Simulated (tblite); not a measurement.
# H12OSi5: the cost of one run

The runs use tblite 0.8.0 and PySCF 2.14.0, with density-fitted response routines of our own; the level of theory stands in each step. All values are computed, except where a source is named. Atoms are numbered from 0 throughout.

## Step 1: Starting geometry

18 atoms, charge 0, multiplicity 1; geometry from: force field or distance geometry start.

Bonds of the start (Å): O0–Si1 1.73, Si1–Si2 2.21, Si1–Si3 2.22, Si3–Si4 2.21, Si4–Si5 2.21, O0–H6 1.00, Si1–H7 1.46, Si2–H8 1.48, Si2–H9 1.48, Si2–H10 1.48, Si3–H11 1.47, Si3–H12 1.48, Si4–H13 1.48, Si4–H14 1.48, Si5–H15 1.49, Si5–H16 1.47, Si5–H17 1.47.

## Step 2: Relaxing the molecule with GFN2-xTB

What the job is given:

```
{"job": {"kind": "relax", "xc": "GFN2-xTB", "basis": "xTB"}, "charge": 0, "multiplicity": 1}
O     -1.428200    -1.764100     1.167700
Si    -1.065900    -0.890300    -0.286000
Si    -2.964400    -0.591400    -1.371700
Si    -0.252200     1.097600     0.263200
Si     1.824000     1.440800    -0.417200
Si     3.079500    -0.377000    -0.466400
H     -1.780600    -1.156100     1.876800
H     -0.067500    -1.612800    -1.074900
H     -3.084700    -1.681300    -2.363900
H     -4.130900    -0.679600    -0.458900
H     -3.067500     0.741300    -2.009500
H     -1.078100     2.116900    -0.399600
H     -0.370400     1.321200     1.720600
H      2.439700     2.458900     0.456000
H      1.722900     2.044000    -1.768900
H      4.207200    -0.243800     0.500000
H      2.323100    -1.595000    -0.129400
H      3.685100    -0.622900    -1.779300
```

On the command line:

```console
OMP_NUM_THREADS=1 python probes_run.py task.json out
```

This one command runs all jobs of the session in turn.

Q: Estimate the wall time and peak memory of this first job on 1 thread of Arm Neoverse N1, shared host.

About 3.8 s, with a peak of 0.18 GiB.
